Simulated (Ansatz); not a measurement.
I need a rigid scan of one bond length of C₂H₆BCl, SMILES CB(C)Cl. Use the Python package of Ansatz (0.2.0). Use (for the species named): MP2, def2-SVP basis, multiplicity 1.

```yaml
atoms:
  - { symbol: C, position_ang: [-0.2644, 1.0923, -0.7394] }
  - { symbol: B, position_ang: [-0.3271, -0.3813, -0.2743] }
  - { symbol: C, position_ang: [0.5256, -0.8362, 0.9519] }
  - { symbol: Cl, position_ang: [-1.2899, -1.6071, -1.1628] }
  - { symbol: H, position_ang: [0.7205, 1.4204, -1.0570] }
  - { symbol: H, position_ang: [-0.6617, 1.8046, 0.0751] }
  - { symbol: H, position_ang: [-0.9588, 1.2668, -1.6204] }
  - { symbol: H, position_ang: [-0.0636, -1.2383, 1.7466] }
  - { symbol: H, position_ang: [1.2813, -1.5995, 0.6801] }
  - { symbol: H, position_ang: [1.1213, 0.0273, 1.4031] }
```

Script `c2h6bcl.py`:
```python
# -*- coding: utf-8 -*-
"""Potential curve of C2H6BCl along one bond."""

import ansatz as az
import numpy as np

GEOMETRY = """
C    -0.26440    1.09230   -0.73940
B    -0.32710   -0.38130   -0.27430
C     0.52560   -0.83620    0.95190
Cl   -1.28990   -1.60710   -1.16280
H     0.72050    1.42040   -1.05700
H    -0.66170    1.80460    0.07510
H    -0.95880    1.26680   -1.62040
H    -0.06360   -1.23830    1.74660
H     1.28130   -1.59950    0.68010
H     1.12130    0.02730    1.40310
"""

c2h6bcl = az.Crystal.molecule()
for line in GEOMETRY.strip().splitlines():
    symbol, *xyz = line.split()
    c2h6bcl = c2h6bcl.atom(symbol, [float(v) for v in xyz])

symbols = [site.symbol for site in c2h6bcl.cartesian_sites]
start = np.array([site.position_ang for site in c2h6bcl.cartesian_sites])
axis = (start[8] - start[2]) / np.linalg.norm(start[8] - start[2])
moving = [8]
lengths, energies = [0.975, 1.019, 1.064, 1.108, 1.152, 1.197, 1.241, 1.307], []
for length in lengths:
    xyz = start.copy()
    xyz[moving] += (length - np.linalg.norm(start[8] - start[2])) * axis
    point = az.Crystal.molecule()
    for symbol, place in zip(symbols, xyz):
        point = point.atom(symbol, place.tolist())
    base = (
        point.calculation()
        .basis(gaussian="def2-SVP")
        .correlation("mp2")
    )
    rep = base.run(threads=1, pin="off").report
    energies.append(rep["free_energy_ev"])
    print(f"r = {length:6.3f} A  E = {energies[-1]:.5f} eV  <S^2> = {abs(rep['mean_field']['state']['spin_squared']):.3f}")

# quartic fit about the minimum
fit = np.polynomial.Polynomial.fit(lengths, np.array(energies) - min(energies), 4).convert()
roots = [r.real for r in fit.deriv().roots() if abs(r.imag) < 1e-9 and fit.deriv(2)(r.real) > 0]
r_e = min(roots, key=lambda r: abs(r - lengths[int(np.argmin(energies))]))
print(f"minimum of the fit at {r_e:.4f} A, force constant {fit.deriv(2)(r_e):.2f} eV/A^2")
```

Running `python c2h6bcl.py` prints:
```text
r =  0.975 A  E = -15340.25192 eV  <S^2> = 0.000
r =  1.019 A  E = -15340.46772 eV  <S^2> = 0.000
r =  1.064 A  E = -15340.57932 eV  <S^2> = 0.000
r =  1.108 A  E = -15340.60491 eV  <S^2> = 0.000
r =  1.152 A  E = -15340.56620 eV  <S^2> = 0.000
r =  1.197 A  E = -15340.47518 eV  <S^2> = 0.000
r =  1.241 A  E = -15340.34767 eV  <S^2> = 0.000
r =  1.307 A  E = -15340.10481 eV  <S^2> = 0.000
minimum of the fit at 1.1016 A, force constant 34.50 eV/A^2
```

Reading the output:
- Total energies depend on the basis set; only differences at equal settings carry meaning.
- The rest of the molecule is held rigid at a force-field or estimated start geometry, and the basis set is modest; single-reference methods fail as a bond breaks.
- The orbitals are restricted, so S² is zero by construction.
- S² is that of the Hartree-Fock reference.
- Hardware and time: 7.2 s on 1 thread of Arm Neoverse V2, with other jobs on the host, peak memory 0.21 GiB.
